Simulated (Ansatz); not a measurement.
**CHBrF radical: one species, many methods**

An exercise on one series of results from a longer session: the logs are not shown, and one member is left open.

Program: Ansatz 0.2.0, Gaussian basis. Level of theory: functionals in def2-TZVPP, the program's frozen cores in correlated methods. These are calculated values, not measurements.

Plan: LDA (SPW92), PBE-D4, revPBE-D4, BLYP-D4, r2SCAN-D4, B97M-V, PBE0-D4, B3LYP-D4, r2SCANh-D4, r2SCAN0-D4, HSE06-D4, BHLYP-D4, CAM-B3LYP-D4, LC-ωPBE, ωB97X-V, ωB97M-V, B2PLYP, PBE-QIDH; CCSD(T)/def2-SVP; CCSD(T)/def2-TZVPP; MP2/def2-QZVPP; extrapolation to the limit; RPA on PBE.

## The relaxed structure

All runs share one geometry, relaxed beforehand with PBE0-D4 in a triple-zeta def2 set.

SMILES `F[CH]Br`, 4 atoms, charge 0, spin multiplicity 2.

Atoms are counted from 1 here; the program's logs count them from 0.

Bond lengths: F1–C2 1.322 Å, C2–Br3 1.863 Å, C2–H4 1.086 Å. Angles: F1–C2–Br3 115.3°, F1–C2–H4 114.5°, Br3–C2–H4 116.6°.

The first run:

Contents of in.yaml:

```yaml
crystal:
  periodic: [false, false, false]
  atoms:
    - {symbol: F, position_ang: [-0.273304, -1.047606, 0.789080]}
    - {symbol: C, position_ang: [0.224520, -0.188492, -0.084352]}
    - {symbol: Br, position_ang: [-1.030164, 0.869293, -0.965547]}
    - {symbol: H, position_ang: [1.134448, 0.306505, 0.240520]}
basis:
  gaussian: {orbitals: def2-TZVPP}
magnetization: {spin_polarized: true, initial_magnetization: 1}
hamiltonian: {xc: lda}
output: {orbitals: {seedname: orbitals}}
```

Steps of the session up to this table: LDA; PBE-D4 (GGA); revPBE-D4 (GGA); BLYP-D4 (GGA); r2SCAN-D4 (meta-GGA); B97M-V (meta-GGA); PBE0-D4 (hybrid); B3LYP-D4 (hybrid); r2SCANh-D4 (hybrid); r2SCAN0-D4 (hybrid); HSE06-D4 (hybrid); BHLYP-D4 (hybrid); CAM-B3LYP-D4 (range-separated); LC-ωPBE-D4 (range-separated; the results give it without D4); ωB97X-V (range-separated); ωB97M-V (range-separated); B2PLYP (double hybrid); PBE-QIDH (double hybrid).

One table of the session follows, with a row left open; its other results are not shown here.

It belongs to the step «Orbital energies across the functionals». 

| functional | HOMO (eV) | LUMO (eV) | gap (eV) |
| --- | --- | --- | --- |
| LDA (SPW92) | -5.05 | -3.65 | 1.40 |
| PBE-D4 | -5.05 | -3.14 | 1.90 |
| revPBE-D4 | -5.01 | -3.01 | 2.00 |
| BLYP-D4 | -4.90 | -3.15 | 1.75 |
| r2SCAN-D4 | -5.55 | -2.49 | 3.06 |
| B97M-V | -5.36 | -2.87 | 2.48 |
| PBE0-D4 | -6.60 | -1.96 | 4.64 |
| B3LYP-D4 | -6.30 | -2.42 | 3.88 |
| r2SCANh-D4 | -6.12 | -2.08 | 4.04 |
| r2SCAN0-D4 | -6.96 | -1.48 | 5.49 |
| HSE06-D4 | -6.19 | -2.35 | 3.84 |
| BHLYP-D4 | -7.99 | -0.88 | 7.11 |
| CAM-B3LYP-D4 | -7.98 | -0.95 | 7.03 |
| LC-ωPBE | -9.42 | 0.55 | 9.97 |
| ωB97X-V | -8.90 | 0.09 | 8.99 |
| ωB97M-V | ? | ? | ? |

Q: Estimate the row for ωB97M-V from the others.

The run gave: HOMO (eV): -8.65; LUMO (eV): -0.06; gap (eV): 8.60. In the column «HOMO (eV)» it lies between ωB97X-V (-8.90) and BHLYP-D4 (-7.99).
